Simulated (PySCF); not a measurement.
# C2H4BFO2: the cost of one run

The runs use PySCF 2.14.0, with density-fitted response routines of our own; the level of theory stands in each step. All values are computed, except where a source is named. Atoms count from 0, in the outputs and in this text.

### 1 Starting geometry

10 atoms, charge 0, multiplicity 1; geometry from: GFN2-xTB. The atoms were then displaced at random by about 0.01 Å, so the start is not that level's minimum.

Bonds of the start (Å): F0–B1 1.29, B1–O2 1.36, O2–C3 1.45, C3–C4 1.52, C4–O5 1.43, O5–B1 1.36, C3–H6 1.10, C3–H7 1.09, C4–H8 1.07, C4–H9 1.11.

### 2 Optimising the geometry at PBE0-D3(BJ)/def2-SVP

What the job is given:

```
{"job": {"xc": "PBE0", "basis": "def2-SVP", "d3": "d3bj", "grid": 1, "shake": 0.01, "kind": "geom"}, "charge": 0, "multiplicity": 1}
F     -1.538930     2.144570     0.786060
B     -0.827800     1.139790     0.409190
O     -1.353400    -0.101330     0.206680
C     -0.237160    -0.948710    -0.177470
C      0.983710    -0.047920    -0.200140
O      0.511320     1.243810     0.189650
H     -0.488920    -1.367240    -1.159360
H     -0.173740    -1.757460     0.548570
H      1.434000     0.039280    -1.164180
H      1.741350    -0.365730     0.539940
```

On the command line:

```console
$ OMP_NUM_THREADS=1 python probes_run.py task.json out
```

This one command runs all jobs of the session in turn.

Q: Estimate the wall time and peak memory of this first job on 1 thread of Arm Neoverse V2, shared host.

About 29 s, with a peak of 0.43 GiB.
